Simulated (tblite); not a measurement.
# AsH3Se2: the cost of one run

Programs: tblite 0.8.0 and PySCF 2.14.0. All values are calculated, for the isolated system unless a continuum is named. Atoms count from 0, parts from 1.

### 1 The system as given

6 atoms, charge 0, multiplicity 1; geometry: distance geometry start.

### 2 Geometry optimisation with GFN2-xTB

What the job is given:

```
{"job": {"kind": "relax", "xc": "GFN2-xTB", "basis": "xTB"}, "charge": 0, "multiplicity": 1}
Se     1.312903     0.962370     1.552587
As    -0.041891    -0.238216    -0.001515
Se    -0.581576     0.917396    -2.042208
H      2.330459     1.740339     2.339561
H     -1.142507    -1.090469     0.578701
H     -0.816390     1.830132    -3.196738
```

Level: GFN2-xTB geometry optimisation, gas phase.

Run with:

```
> OMP_NUM_THREADS=1 python cluster_run.py task.json out
```

One launch serves the whole session: the jobs run in the order shown.

**Question.** How long does this first job take on 1 thread of Arm Neoverse N1, shared host?

About 1.1 s.
